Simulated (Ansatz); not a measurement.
# FH₅O₂Si₂: a ladder of functionals and wavefunction methods

How much do the methods differ for FH₅O₂Si₂? The plan is to run it at one geometry with functionals of several rungs and with coupled cluster. The yardstick is the atomisation energy at the CCSD(T) limit.

The runs use Ansatz 0.2.0, Gaussian basis; functionals in def2-TZVPP, the program's frozen cores in correlated methods.

Levels to be run: PBE-D4, r2SCAN-D4, PBE0-D4, B3LYP-D4, ωB97X-V, ωB97M-V, B2PLYP; CCSD(T)/def2-TZVPP; MP2/def2-QZVPP; extrapolation to the limit.

**1. Structure used throughout**

All runs share one geometry, relaxed beforehand with PBE0-D4 in a triple-zeta def2 set.

SMILES `O[SiH2]O[SiH2]F`, 10 atoms, charge 0, spin multiplicity 1.

Atoms are counted from 1 here; the program's logs count them from 0.

Bond lengths: O1–Si2 1.637 Å, O1–H6 0.959 Å, Si2–O3 1.639 Å, Si2–H7 1.476 Å, Si2–H8 1.483 Å, O3–Si4 1.618 Å, Si4–F5 1.599 Å, Si4–H9 1.478 Å, Si4–H10 1.476 Å. Angles: Si2–O1–H6 118.6°, O1–Si2–O3 111.7°, O1–Si2–H7 105.9°, O1–Si2–H8 111.4°, O3–Si2–H7 108.8°, O3–Si2–H8 106.8°, H7–Si2–H8 112.4°, Si2–O3–Si4 144.1°, O3–Si4–F5 108.8°, O3–Si4–H9 111.2°, O3–Si4–H10 108.8°, F5–Si4–H9 107.0°, F5–Si4–H10 107.8°, H9–Si4–H10 113.0°.

**2. PBE-D4 (GGA)**

in.yaml reads:

```yaml
crystal:
  periodic: [false, false, false]
  atoms:
    - {symbol: O, position_ang: [-0.086573, -1.356588, -1.518212]}
    - {symbol: Si, position_ang: [-0.939252, -1.085428, -0.147769]}
    - {symbol: O, position_ang: [-0.293533, 0.135166, 0.736054]}
    - {symbol: Si, position_ang: [0.893052, 1.234298, 0.783316]}
    - {symbol: F, position_ang: [0.996887, 1.943279, -0.645599]}
    - {symbol: H, position_ang: [-0.123175, -0.702317, -2.217738]}
    - {symbol: H, position_ang: [-0.854362, -2.334408, 0.634313]}
    - {symbol: H, position_ang: [-2.339281, -0.701122, -0.448423]}
    - {symbol: H, position_ang: [2.201217, 0.597920, 1.046905]}
    - {symbol: H, position_ang: [0.545021, 2.269209, 1.777155]}
basis:
  gaussian: {orbitals: def2-TZVPP}
hamiltonian: {xc: pbe, dispersion: d4}
output: {forces: true, orbitals: {seedname: orbitals}}
```

On the command line:

```
> ansatz run in.yaml --threads 2 --pin off --events-out ev --progress --plain --max-ram 22528MiB --backend cpu
```

Further steps of the session: r2SCAN-D4 (meta-GGA); PBE0-D4 (hybrid); B3LYP-D4 (hybrid); ωB97X-V (range-separated); ωB97M-V (range-separated); B2PLYP (double hybrid); CCSD(T) in def2-TZVPP; MP2 in def2-QZVPP.

Before running them: what should the planned runs give, taken together? Wanted: atomisation energy, CCSD(T)/CBS; farthest; mean size of error, hybrid; mean size of error, range-separated; gap, smallest and largest; T1 diagnostic; triples share of the correlation energy.

**Answer**, as computed:

| quantity | value |
| --- | --- |
| atomisation energy, CCSD(T)/CBS | 39.484 eV |
| functionals within 0.197 eV (0.5 %) | ωB97X-V |
| farthest | PBE0-D4 (-1.090 eV) |
| mean size of error, hybrid | 0.810 eV |
| mean size of error, range-separated | 0.188 eV |
| gap, smallest and largest | 6.93 eV (PBE-D4), 13.65 eV (ωB97X-V) |
| T1 diagnostic | 0.0117 |
| triples share of the correlation energy | 3.1 % |

In words: PBE-D4 is off by -0.462 eV. Double hybrids carry the basis error of their MP2 part in triple zeta, and no dispersion term here, so their miss is partly the set-up's. Misses under about 0.197 eV are within the doubt on the reference itself, which lacks core-valence correlation, relativity and higher excitations. Hartree-Fock recovers 74 % of the binding; the rest is correlation. The gap grows from 6.9 to 13.6 eV across the functionals, mostly with the share of exact exchange.
